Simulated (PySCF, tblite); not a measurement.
# C₆H₁₀GeOS: geometry, infrared bands and NMR shifts

What infrared bands and NMR shifts should C₆H₁₀GeOS (`C#C[C@@H]1CC[C@H]([O][GeH3])S1`) show?

Computed with tblite 0.8.0 and PySCF 2.14.0, with density-fitted response routines of our own, on a single molecule in the gas phase. Atoms are numbered from 0 throughout.

### Step 1. The starting structure

19 atoms, charge 0, multiplicity 1; geometry from: force field or distance geometry start.

Bonds of the start (Å): C0–C1 1.20, C1–C2 1.47, C2–C3 1.52, C3–C4 1.51, C4–C5 1.51, C5–O6 1.41, O6–Ge7 1.81, C5–S8 1.83, S8–C2 1.82, C0–H9 1.07, C2–H10 1.12, C3–H11 1.11, C3–H12 1.13, C4–H13 1.12, C4–H14 1.12, C5–H15 1.11, Ge7–H16 1.55, Ge7–H17 1.55, Ge7–H18 1.55.

### Step 2. Geometry optimisation with GFN2-xTB

The job: settings as JSON, then the geometry in Å.

```
{"job": {"kind": "relax", "xc": "GFN2-xTB", "basis": "xTB"}, "charge": 0, "multiplicity": 1}
C     -3.271800     0.684800     1.814200
C     -2.484400     0.781100     0.908400
C     -1.496000     0.881200    -0.170500
C     -1.357300    -0.426800    -0.927100
C      0.012500    -0.413800    -1.558900
C      0.993600     0.106300    -0.528900
O      1.412700    -0.965300     0.284700
Ge     2.990400    -0.548500     1.075600
S      0.128600     1.349900     0.489900
H     -3.987400     0.608300     2.606700
H     -1.840400     1.674600    -0.881000
H     -2.155900    -0.550900    -1.685000
H     -1.414100    -1.295200    -0.205000
H      0.303000    -1.425900    -1.927600
H     -0.008500     0.286700    -2.437300
H      1.845900     0.582900    -1.057800
H      4.071900    -0.341700    -0.011500
H      3.412900    -1.721300     2.001600
H      2.834500     0.742800     1.919700
```

Command:

```bash
$ OMP_NUM_THREADS=1 python probes_run.py task.json out
```

The driver reads the jobs from task.json and runs them one after another.

**Question.** This job is followed by: GFN2-xTB harmonic vibrations, gas phase; GIAO PBE0/pcSseg-1 NMR shielding, non-relativistic, gas phase. Predict these results of the whole session: strongest single infrared mode (GFN2-xTB); zero-point energy (GFN2-xTB); 13C shifts against TMS (PBE0/pcSseg-1); 1H shifts against TMS (PBE0/pcSseg-1, means over atoms taken as alike); 17O shifts against H2O (PBE0/pcSseg-1); 73Ge shifts against GeMe4 (PBE0/pcSseg-1); 33S shifts against CS2 (PBE0/pcSseg-1); surface potential, 1st and 99th percentile.

As calculated:

```
                                                              quantity                                               value
                             strongest single infrared mode (GFN2-xTB)                               2086 cm⁻¹, 441 km/mol
                                          zero-point energy (GFN2-xTB)                                       85.3 kcal/mol
                                13C shifts against TMS (PBE0/pcSseg-1)              91.2, 87.4, 80.4, 47.8, 43.5, 38.0 ppm
1H shifts against TMS (PBE0/pcSseg-1, means over atoms taken as alike)  5.79, 4.93, 4.22, 2.34, 2.34, 2.28, 1.91, 1.79 ppm
                                17O shifts against H2O (PBE0/pcSseg-1)                                            69.4 ppm
                             73Ge shifts against GeMe4 (PBE0/pcSseg-1)                                            -103 ppm
                                33S shifts against CS2 (PBE0/pcSseg-1)                                             150 ppm
                                 surface potential, 1st and 99th percentile                                  -1.27 V and 1.36 V
```

Relaxing lowered the energy by 0.540 eV in 144 steps; the close pair that moved most is Ge7–H17, from 1.553 to 1.491 Å. No mode is imaginary among the 51: a minimum at this level. The strongest single mode, at 2086 cm⁻¹, moves mainly H17. GFN2-xTB is a fitted tight-binding method: band positions and strengths are rough. Its intensities can rank the bands wrongly. The most deshielded hydrogen is H15 (hydrogen on an sp3 CH bonded to O and S), at 5.79 ppm: its carbon carries O, hence the downfield position. At PBE0/pcSseg-1: Shielding is most anisotropic at S8 (span 442 ppm, paramagnetic term -704 ppm). Spin-orbit coupling is left out, which matters for shieldings and couplings at and beside the heavy atoms.
